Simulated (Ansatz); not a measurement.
# Zn31S33: the cost of one run

Method: density functional theory in Ansatz 0.2.0, PAW datasets, plane waves.

## Step 1: Starting point

64 atoms (31 Zn, 33 S); a = 10.713 Å, b = 10.713 Å, c = 10.713 Å, α = 90.00°, β = 90.00°, γ = 90.00°. All atoms were shaken off their sites by about 0.02 Å along each axis. Defect site 1: (0.500, 0.500, 0.500).

The runs, in order: (2) PBEsol relaxation at the single k point (¼, ¼, ¼), on 1 × NVIDIA H100 80GB HBM3 with 4 threads of AMD EPYC 7R13; (3) HSE06 single point at the single k point (¼, ¼, ¼), on 1 × NVIDIA H100 80GB HBM3 with 4 threads of AMD EPYC 7R13.

## Step 2: Relaxation of the positions (PBEsol)

Contents of in.yaml:

```yaml
crystal:
  lattice:
    - [10.712536, 0.000000, 0.000000]
    - [0.000000, 10.712536, 0.000000]
    - [0.000000, 0.000000, 10.712536]
  atoms:
    - { symbol: Zn, position: [0.002286, 0.000309, 0.998474] }
    - { symbol: Zn, position: [0.999488, 0.002313, 0.498540] }
    - { symbol: Zn, position: [0.999908, 0.502498, 0.000195] }
    - { symbol: Zn, position: [0.997441, 0.497447, 0.501508] }
    - { symbol: Zn, position: [0.498378, 0.000155, 0.999059] }
    - { symbol: Zn, position: [0.497098, 0.998474, 0.498423] }
    - { symbol: Zn, position: [0.501559, 0.500316, 0.998460] }
    - { symbol: Zn, position: [0.250340, 0.248079, 0.999969] }
    - { symbol: Zn, position: [0.246778, 0.249137, 0.500020] }
    - { symbol: Zn, position: [0.252646, 0.747549, 0.999075] }
    - { symbol: Zn, position: [0.248470, 0.750091, 0.500638] }
    - { symbol: Zn, position: [0.747859, 0.250036, 0.000866] }
    - { symbol: Zn, position: [0.750594, 0.252378, 0.504442] }
    - { symbol: Zn, position: [0.748274, 0.752239, 0.000185] }
    - { symbol: Zn, position: [0.752286, 0.753393, 0.500463] }
    - { symbol: Zn, position: [0.248927, 0.000941, 0.253615] }
    - { symbol: Zn, position: [0.249295, 0.999164, 0.750668] }
    - { symbol: Zn, position: [0.251168, 0.501017, 0.248879] }
    - { symbol: Zn, position: [0.250818, 0.499149, 0.751412] }
    - { symbol: Zn, position: [0.748868, 0.001783, 0.251895] }
    - { symbol: Zn, position: [0.751974, 0.000784, 0.750241] }
    - { symbol: Zn, position: [0.747219, 0.498333, 0.248698] }
    - { symbol: Zn, position: [0.749110, 0.496951, 0.750794] }
    - { symbol: Zn, position: [0.998247, 0.250059, 0.249625] }
    - { symbol: Zn, position: [0.001146, 0.253824, 0.748164] }
    - { symbol: Zn, position: [0.998949, 0.746048, 0.248892] }
    - { symbol: Zn, position: [0.999789, 0.749737, 0.748585] }
    - { symbol: Zn, position: [0.502054, 0.251571, 0.253445] }
    - { symbol: Zn, position: [0.501548, 0.248077, 0.751269] }
    - { symbol: Zn, position: [0.501900, 0.748786, 0.252267] }
    - { symbol: Zn, position: [0.499466, 0.753188, 0.748460] }
    - { symbol: S, position: [0.500579, 0.496870, 0.504493] }
    - { symbol: S, position: [0.123181, 0.122581, 0.124317] }
    - { symbol: S, position: [0.127411, 0.123452, 0.622202] }
    - { symbol: S, position: [0.126830, 0.624840, 0.125572] }
    - { symbol: S, position: [0.123793, 0.623880, 0.622797] }
    - { symbol: S, position: [0.625270, 0.125884, 0.123771] }
    - { symbol: S, position: [0.625873, 0.122566, 0.623075] }
    - { symbol: S, position: [0.625048, 0.623767, 0.126503] }
    - { symbol: S, position: [0.624504, 0.624924, 0.623848] }
    - { symbol: S, position: [0.374198, 0.373226, 0.125632] }
    - { symbol: S, position: [0.374154, 0.374370, 0.623743] }
    - { symbol: S, position: [0.376976, 0.875652, 0.127444] }
    - { symbol: S, position: [0.375030, 0.874253, 0.625131] }
    - { symbol: S, position: [0.874955, 0.375493, 0.127282] }
    - { symbol: S, position: [0.877576, 0.378453, 0.628982] }
    - { symbol: S, position: [0.876241, 0.876061, 0.127219] }
    - { symbol: S, position: [0.874148, 0.874058, 0.625569] }
    - { symbol: S, position: [0.377825, 0.121550, 0.374536] }
    - { symbol: S, position: [0.373683, 0.127897, 0.875625] }
    - { symbol: S, position: [0.375663, 0.625645, 0.373231] }
    - { symbol: S, position: [0.373625, 0.624186, 0.879256] }
    - { symbol: S, position: [0.875763, 0.125314, 0.375904] }
    - { symbol: S, position: [0.874171, 0.124269, 0.874861] }
    - { symbol: S, position: [0.873715, 0.624459, 0.374763] }
    - { symbol: S, position: [0.877446, 0.622537, 0.873934] }
    - { symbol: S, position: [0.123394, 0.377241, 0.369831] }
    - { symbol: S, position: [0.126371, 0.373972, 0.870135] }
    - { symbol: S, position: [0.127343, 0.874880, 0.378569] }
    - { symbol: S, position: [0.124324, 0.874417, 0.877336] }
    - { symbol: S, position: [0.628204, 0.374254, 0.374839] }
    - { symbol: S, position: [0.621632, 0.376038, 0.877743] }
    - { symbol: S, position: [0.626997, 0.876448, 0.371185] }
    - { symbol: S, position: [0.625338, 0.869577, 0.875324] }
  symmetry: { detect: false }
kpoints:
  mp_grid: { grid: [1, 1, 1], shift: [0.25, 0.25, 0.25] }
hamiltonian:
  xc: pbesol
total_charge: 2
scf:
  occupations: { method: fermi_dirac, width: 0.01 }
relax:
  f_tol: 0.03
  max_steps: 80
  escape_saddle: false
  adjacent_minimum: "off"
output:
  forces: true
  eigenvalues: true
  populations: true
  charged_corrections: { epsilon: 8.3 }
```

Run with:

```
ansatz run in.yaml --threads 4 --pin off --max-ram 42750MiB --runs-dir r --events-out ev --progress --plain --backend cuda --devices 0, --max-vram 37GiB
```

**Question.** How long does this run take on 1 × NVIDIA H100 80GB HBM3 with 4 threads of AMD EPYC 7R13, shared host, and how much memory does it need?

About 9.2 s, with a peak of 1.5 GiB on the host.
